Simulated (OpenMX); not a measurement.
Runs of OpenMX 3.8.5 on WAu. The structure is tetragonal, space group I-4m2 (No. 119). Conventional cell: a = 3.809 Å, b = 3.809 Å, c = 5.496 Å, α = 90.00°, β = 90.00°, γ = 90.00°. W (site symmetry -4m2) is surrounded by 4 Au at 2.35 Å. Au (site symmetry -4m2) has 4 W at 2.35 Å as nearest neighbours. The cell was built by a generator and needn't be a form met in nature.

```csv
cell,gap on the mesh (eV),pressure (GPa),largest force (eV/Å)
"I-4m2, 19.93 Å³/atom",none,48.2,0.05
"I-4m2, 21.59 Å³/atom",none,(a),0.04
"I-4m2, 22.44 Å³/atom",none,17.5,0.04
"I-4m2, 19.12 Å³/atom",none,62.2,(b)
```

Alike in all rows: task single point; level PBE; potentials or basis OpenMX 2013 PBE set, W7.0-s3p2d2f1, Au7.0-s3p2d2f1, grid cutoff 400 Ry; no spin polarisation; k mesh 7 × 7 × 7; smearing fermi-dirac 0.05 eV.

**Question.** Estimate the missing entries.

**Answer.** (a) 26.0; (b) 0.06.

Caveats: the basis of atomic orbitals isn't converged, which shifts pressures, moduli and gaps; the cell as given lies far from equilibrium (some runs).

A k mesh can miss the band edges, and the runs leave out spin-orbit coupling on Au, W.

A gap of «none» marks a metal or a gap under the smearing width.
